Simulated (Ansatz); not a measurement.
I need vertical and adiabatic energies of changing the electron count of GeH5NSn, SMILES [NH]1[GeH2][SnH2]1. Use the Python package of Ansatz (0.2.0). Settings (for the species named): PBE, def2-SVP basis, multiplicity 1.

The script reads `geh5nsn.xyz`:
```text
8

N    -0.59190   -0.31390   -0.88150
Ge   -0.17660    1.31430   -0.05310
Sn    0.73850   -1.06240    0.37780
H    -1.50000   -0.53380   -0.51880
H     0.66910    2.21390   -1.00800
H    -1.30120    1.81800    0.89270
H     2.23680   -1.50720   -0.49700
H     0.01740   -1.98590    1.63210
```

`adiabatic_geh5nsn.py`:
```python
"""How GeH5NSn relaxes after losing an electron."""

import warnings

import ansatz as az
import numpy as np

BASIS_SET = "def2-SVP"
FUNCTIONAL = "pbe"
CHARGE = 1

warnings.simplefilter("ignore", az.DeckWarning)

mol = az.Crystal.molecule_from_extxyz("geh5nsn.xyz")

setup = (
    mol.calculation()
    .basis(gaussian=BASIS_SET)
    .functional(FUNCTIONAL)
)
symbols = [site.symbol for site in mol.cartesian_sites]
start = np.array([site.position_ang for site in mol.cartesian_sites], dtype=float)
data = setup.relax(force_tolerance=0.01).run(threads=1, backend="cpu").report
end = np.array(data["positions_ang"])

minimum = az.Crystal.molecule()
for symbol, place in zip(symbols, end):
    minimum = minimum.atom(symbol, place.tolist())
ion = minimum.calculation()
ion = ion.basis(gaussian=BASIS_SET)
ion = ion.functional(FUNCTIONAL).charge(CHARGE)
ion = ion.spin("collinear", total=1)
vertical = ion.run(threads=1, backend="cpu").report
settled = ion.relax(force_tolerance=0.01, max_steps=80).run(threads=1, backend="cpu").report
print(f"vertical ionisation energy   {vertical['free_energy_ev'] - data['free_energy_ev']:.3f} eV")
print(f"adiabatic, no zero point     {settled['free_energy_ev'] - data['free_energy_ev']:.3f} eV")
print(f"relaxation energy of the ion {vertical['free_energy_ev'] - settled['free_energy_ev']:.3f} eV")
ionised = np.array(settled["positions_ang"])
print("final positions (A) and the move of each atom")
for symbol, xyz, old in zip(symbols, ionised, end):
    print(f"{symbol:2s} {xyz[0]:10.5f} {xyz[1]:10.5f} {xyz[2]:10.5f}   {np.linalg.norm(xyz - old):7.4f}")
```

```console
$ python adiabatic_geh5nsn.py
vertical ionisation energy   7.950 eV
adiabatic, no zero point     7.436 eV
relaxation energy of the ion 0.514 eV
final positions (A) and the move of each atom
N    -0.73498   -0.29829   -0.75226    0.2248
Ge   -0.29083    1.37594   -0.10208    0.1383
Sn    0.83060   -1.13720    0.45825    0.1892
H    -1.68704   -0.61616   -0.49057    0.4203
H     0.86493    2.03714   -0.87289    0.5214
H    -1.33961    2.20040    0.66651    0.4582
H     2.25648   -1.29818   -0.47898    0.5491
H     0.19255   -2.32064    1.51622    0.4195
```

What to keep in mind:
- The energies are electronic: no zero-point or thermal terms, and the basis set is short of its limit. The product may relax into another structure. Each relaxation finds its nearest minimum, which needn't be the lowest.
- def2 sets replace the cores of elements past krypton by effective core potentials.
- Hardware and time: 79 s on 1 thread of Arm Neoverse V2, with other jobs on the host, peak memory 0.24 GiB.
